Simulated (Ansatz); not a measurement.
**YTe: bands on a fine mesh, and optics**

What do the bands imply for light and for carriers? Levels are solved on a fine mesh after the ground state. Runs: cell and atoms relaxed (PAW); reference run (PAW and LAPW).

The COD entry's cell or inner coordinates are ideal or old and differ from later refinements, so a difference from it is no clean test against experiment.

Method: DFT PBEsol, frozen-core PAW and all-electron LAPW, scalar-relativistic unless said, in Ansatz 0.2.0.

### 1 Starting point

Symmetry: Fm-3m, No. 225, cubic system. Conventional cell: a = 6.080 Å, b = 6.080 Å, c = 6.080 Å, α = 90.00°, β = 90.00°, γ = 90.00°. Y (site symmetry m-3m) is surrounded by 6 Te at 3.04 Å. Te (site symmetry m-3m) has 6 Y at 3.04 Å as nearest neighbours.

Structure file:

```xyz
2
Lattice="0.0000 3.0400 3.0400 3.0400 0.0000 3.0400 3.0400 3.0400 0.0000" Properties=species:S:1:pos:R:3 pbc="T T T"
Y     3.0400    3.0400    3.0400
Te    0.0000    0.0000    0.0000
```

Cartesian axes are those of the input's lattice vectors. The structure goes back to a database entry.

### 2 Cell and atoms relaxed, PAW

input.yaml

```yaml
crystal:
  lattice:
    - [0.0, 3.04, 3.04]
    - [3.04, 0.0, 3.04]
    - [3.04, 3.04, 0.0]
  atoms:
    - { symbol: "Y", position: [0.5, 0.5, 0.5] }
    - { symbol: Te, position: [0.0, 0.0, 0.0] }
kpoints:
  mp_grid: { grid: [10, 10, 10] }
scf:
  occupations: { method: fermi_dirac, width: 0.05 }
hamiltonian:
  xc: pbesol
  pseudopotentials: { kind: paw }
relax:
  f_tol: 0.002
  max_steps: 80
  cell: {}
output:
  forces: true
  stress: true
```

On the command line:

```console
ansatz run input.yaml --threads 1 --pin off --max-ram 3072MiB --backend cpu --events-out ev --progress --plain --runs-dir out
```

### 3 Reference run, fine mesh, PAW

input.yaml, as its differences from that of step 2:

```diff
@@ -15,6 +15,2 @@
   pseudopotentials: { kind: paw }
-relax:
-  f_tol: 0.002
-  max_steps: 80
-  cell: {}
 output:
@@ -22 +18,16 @@
   stress: true
+  eigenvalues: true
+  eigenstates:
+    nscf_kmesh: { grid: [16, 16, 16] }
+    de_dk: true
+    e_range: [-14, 14]
+  optics:
+    e_range: [0, 20]
+    de: 0.2
+    sigma: 0.15
+    bands: { spectra_wanted_up_to: 20 }
+    nscf_kmesh: { grid: [16, 16, 16] }
+    drude_damping: 0.05
+checkpoint:
+  write: ck
+  write_wavefunctions: false
```

### 4 Reference run, fine mesh, LAPW

input.yaml, as its differences from that of step 3:

```diff
@@ -14,3 +14,3 @@
   xc: pbesol
-  pseudopotentials: { kind: paw }
+  pseudopotentials: { kind: all_electron, lapw: { basis_error: 0.001 } }
 output:
```

(Steps that only read results are left out.)

What does the calculation give? Wanted: states at the Fermi level; bare Sommerfeld coefficient; plasma energy; strongest local maximum of Im εxx; peak of the loss function along x.

**Answer**, as computed:

| quantity | value |
| --- | --- |
| states at the Fermi level (PAW) | 0.58 per eV and atom |
| bare Sommerfeld coefficient | 1.37 mJ/(K² mol of atoms) |
| plasma energy (x, y, z) | 5.9, 5.9, 5.9 eV |
| strongest local maximum of Im εxx | 4.6 eV |
| peak of the loss function along x | 15.6 eV |

It is a metal with 3 bands crossing the Fermi level, 0.58 states per eV and atom there and a mean speed of 0.75 × 10⁶ m/s. These are bare band values on this mesh, without coupling to phonons. The spectra hold no excitons and no local fields. Cautions: frozen-core PAW files fitted under PBE, their cores solved anew for the functional of the run; these sums move with the mesh, by several per cent and more for small sheets.
